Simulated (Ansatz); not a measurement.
# C₂H₃FOTe: a ladder of functionals and wavefunction methods

The task here is to estimate one member of a computed series from the others.

Method: functionals in def2-TZVPP, the program's frozen cores in correlated methods; program: Ansatz 0.2.0, Gaussian basis.

The runs, in order: PBE-D4, r2SCAN-D4, PBE0-D4, B3LYP-D4, ωB97X-V, ωB97M-V, B2PLYP; CCSD(T)/def2-TZVPP; MP2/def2-QZVPP; extrapolation to the limit.

## The geometry

An earlier PBE0-D4 in a triple-zeta def2 set relaxation fixed the geometry. Te takes the def2 core potential; no spin-orbit term is included.

SMILES `O=CC(F)[TeH]`, 8 atoms, charge 0, spin multiplicity 1.

Atoms are counted from 1 here; the program's logs count them from 0.

Bond lengths: O1–C2 1.197 Å, C2–C3 1.499 Å, C2–H6 1.110 Å, C3–F4 1.352 Å, C3–Te5 2.170 Å, C3–H7 1.096 Å, Te5–H8 1.657 Å. Angles: O1–C2–C3 124.1°, O1–C2–H6 122.8°, C3–C2–H6 113.1°, C2–C3–F4 112.7°, C2–C3–Te5 106.2°, C2–C3–H7 110.5°, F4–C3–Te5 113.0°, F4–C3–H7 110.2°, Te5–C3–H7 103.8°, C3–Te5–H8 91.9°.

Set-up of the first run:

File in.yaml:

```yaml
crystal:
  periodic: [false, false, false]
  atoms:
    - {symbol: O, position_ang: [-1.147185, 0.777080, 1.334428]}
    - {symbol: C, position_ang: [-0.135350, 0.748397, 0.695891]}
    - {symbol: C, position_ang: [0.504492, -0.509580, 0.189851]}
    - {symbol: F, position_ang: [0.012202, -1.620628, 0.781945]}
    - {symbol: Te, position_ang: [0.230596, -0.503758, -1.962375]}
    - {symbol: H, position_ang: [0.416329, 1.665538, 0.402276]}
    - {symbol: H, position_ang: [1.592357, -0.464452, 0.314573]}
    - {symbol: H, position_ang: [-1.381442, -0.149697, -1.812287]}
basis:
  gaussian: {orbitals: def2-TZVPP}
hamiltonian: {xc: pbe, dispersion: d4}
output: {forces: true, orbitals: {seedname: orbitals}}
```

The run is started by

```console
$ ansatz run in.yaml --threads 4 --pin off --events-out ev --progress --plain --max-ram 10444MiB
```

Among the steps run: PBE-D4 (GGA); r2SCAN-D4 (meta-GGA); PBE0-D4 (hybrid); B3LYP-D4 (hybrid); ωB97X-V (range-separated); ωB97M-V (range-separated); B2PLYP (double hybrid); CCSD(T) in def2-TZVPP; MP2 in def2-QZVPP.

One of the session's tables, all rows but one given; the rest of the session is left out.

```
            method  atomisation energy (kJ/mol)
            PBE-D4                       3072.7
         r2SCAN-D4                       2951.6
           PBE0-D4                       2953.1
          B3LYP-D4                       2932.6
           ωB97X-V                       2940.3
           ωB97M-V                       2931.8
            B2PLYP                       2899.4
     HF/def2-TZVPP                       1929.7
    MP2/def2-TZVPP                       2938.3
   CCSD/def2-TZVPP                       2773.3
CCSD(T)/def2-TZVPP                       2845.7
           MP2/CBS                       3037.2
       CCSD(T)/CBS                            ?
```

**Question.** Estimate the row for CCSD(T)/CBS.

As computed: atomisation energy (kJ/mol): 2944.5. In the column «atomisation energy (kJ/mol)» it lies between ωB97X-V (2940.3) and r2SCAN-D4 (2951.6).
